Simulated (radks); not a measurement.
# Valence configurations of Tc²⁺

Aim: which of several valence configurations of Tc²⁺ lies lowest at this level, and whether it is the one NIST lists ([Kr] 4d5).

Program: radks (a radial shooting solver on a logarithmic mesh, Libxc functionals) version 1. Level of theory: scalar-relativistic Kohn-Sham, PBE, spin-polarised, spherical densities, finite nucleus; open shells are filled with parallel spins first. These are calculated values, not measurements, unless marked.

## Step 1: Starting point

| Property | Result |
| --- | --- |
| element | technetium (Z = 43) |
| charge | +2 |
| electrons | 41 |
| configuration | [Kr] 4d5 |
| nuclear rms radius | 4.4112 fm |
| others tried | 4d4 5p1; 4d4 5s1; 4d2 5s1 5p2; 4d3 5s2; 4d4.5 5p0.5; 4d3.5 5p1.5; 4d4.5 5s0.5; 4d3.5 5s1.5 |

The outer shells:

Tc²⁺
```
[Kr] core
4d [↑ ][↑ ][↑ ][↑ ][↑ ]
```

## Step 2: [Kr] 4d5

The run's settings:

```text
Z 43
configuration [Kr] 4d5
relativity scalar-relativistic
functional pbe,pbe
spin polarised
nucleus finite rms 4.4112 fm
c 137.035999084
```

## Step 3: [Kr] 4d4 5p1

Settings, as their differences from step 2:

```diff
@@ -1,3 +1,3 @@
 Z 43
-configuration [Kr] 4d5
+configuration [Kr] 4d4 5p1
 relativity scalar-relativistic
```

## Step 4: [Kr] 4d4 5s1

Settings, as their differences from step 3:

```diff
@@ -1,3 +1,3 @@
 Z 43
-configuration [Kr] 4d4 5p1
+configuration [Kr] 4d4 5s1
 relativity scalar-relativistic
```

## Step 5: [Kr] 4d2 5s1 5p2

Settings, as their differences from step 4:

```diff
@@ -1,3 +1,3 @@
 Z 43
-configuration [Kr] 4d4 5s1
+configuration [Kr] 4d2 5s1 5p2
 relativity scalar-relativistic
```

## Step 6: [Kr] 4d3 5s2

The run's settings:

```text
Z 43
configuration [Kr] 4d3 5s2
relativity scalar-relativistic
functional pbe,pbe
spin polarised
nucleus finite rms 4.4112 fm
c 137.035999084
```

## Step 7: [Kr] 4d4.5 5p0.5

Settings, as their differences from step 6:

```diff
@@ -1,3 +1,3 @@
 Z 43
-configuration [Kr] 4d3 5s2
+configuration [Kr] 4d4.5 5p0.5
 relativity scalar-relativistic
```

## Step 8: [Kr] 4d3.5 5p1.5

The run's settings:

```text
Z 43
configuration [Kr] 4d3.5 5p1.5
relativity scalar-relativistic
functional pbe,pbe
spin polarised
nucleus finite rms 4.4112 fm
c 137.035999084
```

## Step 9: [Kr] 4d4.5 5s0.5

The run's settings:

```text
Z 43
configuration [Kr] 4d4.5 5s0.5
relativity scalar-relativistic
functional pbe,pbe
spin polarised
nucleus finite rms 4.4112 fm
c 137.035999084
```

## Step 10: [Kr] 4d3.5 5s1.5

The run's settings:

```text
Z 43
configuration [Kr] 4d3.5 5s1.5
relativity scalar-relativistic
functional pbe,pbe
spin polarised
nucleus finite rms 4.4112 fm
c 137.035999084
```

What does the calculation give? Wanted: for each run, valence; E − E(NIST configuration); moment; highest level; its energy; 1s shift.

As calculated:

```tsv
valence	E − E(NIST configuration) (eV)	moment (μB)	highest level	its energy (eV)	1s shift (eV)
4d5	0.000	5	4d up	-23.819	+0.00
4d4.5 5s0.5	2.527	5	5s up	-19.964	-2.27
4d4.5 5p0.5	5.379	5	5p up	-14.566	-2.87
4d4 5s1	5.420	5	5s up	-20.817	-4.65
4d3.5 5s1.5	9.801	4	5s down	-19.641	-7.17
4d4 5p1	11.332	5	5p up	-15.516	-5.83
4d3 5s2	14.296	3	5s down	-20.919	-9.77
4d3.5 5p1.5	17.851	5	5p up	-16.459	-8.85
4d2 5s1 5p2	34.143	5	5p up	-18.581	-17.19
```

**Reading.** The NIST configuration is the lowest of those tried, 2.527 eV under 4d4.5 5s0.5. The energies are those of spherical high-spin densities, not of single terms. The 1s eigenvalue shifts by up to 17.19 eV as the valence charge is rearranged.
